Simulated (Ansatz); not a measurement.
# LaB6: the cost of one run

Method: DFT r2SCAN, scalar-relativistic, plane waves, PAW, in Ansatz 0.2.0.

1 further run of the same task is left out (it didn't finish). Runs told in other sessions of the task aren't counted.

## Step 1: The structure to begin with

The structure is cubic, space group Pm-3m (No. 221). Conventional cell: a = 4.157 Å, b = 4.157 Å, c = 4.157 Å, α = 90.00°, β = 90.00°, γ = 90.00°. La (site symmetry m-3m) has 24 B at 3.07 Å in its first shell of neighbours. B (site symmetry 4mm) is surrounded by 5 B at 1.69 to 1.76 Å.

Coordinates:

```cif
data_structure
_symmetry_space_group_name_H-M 'Pm-3m'
_symmetry_Int_Tables_number 221
_cell_length_a 4.1570
_cell_length_b 4.1570
_cell_length_c 4.1570
_cell_angle_alpha 90.000
_cell_angle_beta 90.000
_cell_angle_gamma 90.000
_cell_volume 71.84
loop_
_atom_site_label
_atom_site_type_symbol
_atom_site_symmetry_multiplicity
_atom_site_Wyckoff_symbol
_atom_site_fract_x
_atom_site_fract_y
_atom_site_fract_z
_atom_site_occupancy
La1 La 1 a 0.00000 0.00000 0.00000 1
B1 B 6 f 0.21170 0.50000 0.50000 1
```

(A quick probe on a coarse mesh, which set the mesh and smearing, is not shown.)

## Step 3: A loose first relaxation

input.yaml reads:

```yaml
crystal:
  lattice:
    - [4.1569950254, 0.0, 0.0]
    - [0.0, 4.1569950254, 0.0]
    - [0.0, 0.0, 4.1569950254]
  atoms:
    - { symbol: La, position: [0.0, 0.0, 0.0] }
    - { symbol: B, position: [0.2117, 0.5, 0.5] }
    - { symbol: B, position: [0.7883, 0.5, 0.5] }
    - { symbol: B, position: [0.5, 0.5, 0.2117] }
    - { symbol: B, position: [0.5, 0.5, 0.7883] }
    - { symbol: B, position: [0.5, 0.2117, 0.5] }
    - { symbol: B, position: [0.5, 0.7883, 0.5] }
basis:
  ecutwfc: 500
kpoints:
  mp_grid: { grid: [6, 6, 6] }
hamiltonian:
  xc: r2scan
scf:
  occupations: { method: gaussian, width: 0.1 }
output:
  forces: true
  stress: true
  eigenvalues: true
relax:
  adjacent_minimum: "off"
  f_tol: 0.05
  max_steps: 80
  cell: { stress_tol: 0.5 }
```

The run is started by

```sh
> ansatz run input.yaml --threads 4 --pin off --max-ram 10240MiB --backend cpu --events-out ev --progress --plain --runs-dir out
```

**Question.** How long does this run take on 4 threads of Arm Neoverse V2, shared host, and how much memory does it need?

About 6 s, with a peak of 0.55 GiB.
